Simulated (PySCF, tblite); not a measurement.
# C₇H₈F₂O: geometry, infrared bands and NMR shifts

What infrared bands and NMR shifts should C₇H₈F₂O (`C=C[C@H]1C[C@@](F)(C(=O)F)C1`) show?

Programs: tblite 0.8.0 and PySCF 2.14.0, with density-fitted response routines of our own. Each step states its level of theory. These are calculated values for one molecule in the gas phase, unless marked as measured. Atoms count from 0, in the outputs and in this text.

### 1 The starting structure

18 atoms, charge 0, multiplicity 1; geometry from: force field or distance geometry start.

Bonds of the start (Å): C0–C1 1.34, C1–C2 1.48, C2–C3 1.53, C3–C4 1.54, C4–F5 1.36, C4–C6 1.47, C6–O7 1.23, C6–F8 1.38, C4–C9 1.53, C9–C2 1.52, C0–H10 1.08, C0–H11 1.09, C1–H12 1.08, C2–H13 1.11, C3–H14 1.10, C3–H15 1.08, C9–H16 1.09, C9–H17 1.11.

### 2 Geometry optimisation with GFN2-xTB

Job settings and geometry (Å):

```
{"job": {"kind": "relax", "xc": "GFN2-xTB", "basis": "xTB"}, "charge": 0, "multiplicity": 1}
C     -3.042000    -0.232000    -0.237400
C     -1.781300    -0.117300    -0.678200
C     -0.636400    -0.563400     0.154500
C      0.521000    -1.175800    -0.635100
C      1.366900    -0.669200     0.542800
F      1.173900    -1.446000     1.636800
C      2.762300    -0.327200     0.217700
O      3.238700    -0.449400    -0.913900
F      3.579700     0.137400     1.231600
C      0.384100     0.504000     0.524900
H     -3.284400    -0.646800     0.734200
H     -3.820900     0.118800    -0.912800
H     -1.559300     0.303600    -1.648100
H     -0.873300    -1.149100     1.069600
H      0.513200    -2.279500    -0.656800
H      0.698400    -0.659600    -1.563200
H      0.180800     0.976200     1.481300
H      0.569700     1.152100    -0.359500
```

Run with:

```console
OMP_NUM_THREADS=1 python probes_run.py task.json out
```

This one command runs all jobs of the session in turn.

**Question.** This job is followed by: GFN2-xTB harmonic vibrations, gas phase; GIAO PBE0/pcSseg-1 NMR shielding, non-relativistic, gas phase. Predict these results of the whole session: strongest single infrared mode (GFN2-xTB); zero-point energy (GFN2-xTB); 13C shifts against TMS (PBE0/pcSseg-1, means over atoms taken as alike); 1H shifts against TMS (PBE0/pcSseg-1, means over atoms taken as alike); 19F shifts against CFCl3 (PBE0/pcSseg-1); 17O shifts against H2O (PBE0/pcSseg-1).

**Answer**, as computed:

```
                                                               quantity                                      value
                              strongest single infrared mode (GFN2-xTB)                      1847 cm⁻¹, 319 km/mol
                                           zero-point energy (GFN2-xTB)                              84.2 kcal/mol
13C shifts against TMS (PBE0/pcSseg-1, means over atoms taken as alike)  176.5, 150.4, 121.4, 91.3, 42.3, 32.5 ppm
 1H shifts against TMS (PBE0/pcSseg-1, means over atoms taken as alike)     6.87, 5.35, 5.34, 3.05, 2.78, 2.45 ppm
                               19F shifts against CFCl3 (PBE0/pcSseg-1)                           47.6, -174.8 ppm
                                 17O shifts against H2O (PBE0/pcSseg-1)                                  433.6 ppm
```

**Reading.** Over 95 steps the energy fell by 1.015 eV; of the close pairs, C6–O7 changed most, 1.234 to 1.182 Å. The lowest mode is slightly imaginary (11i cm⁻¹), a soft motion within the noise of the Hessian, so the minimum is not strictly shown. The strongest single mode, at 1847 cm⁻¹, moves mainly C6 and O7. Unscaled tight-binding wavenumbers are off by several per cent, some by more. Its intensities can rank the bands wrongly. The most deshielded hydrogen is H12 (hydrogen on an alkene CH), at 6.87 ppm: olefinic region. At PBE0/pcSseg-1: Shielding is most anisotropic at O7 (span 612 ppm, paramagnetic term -501 ppm).
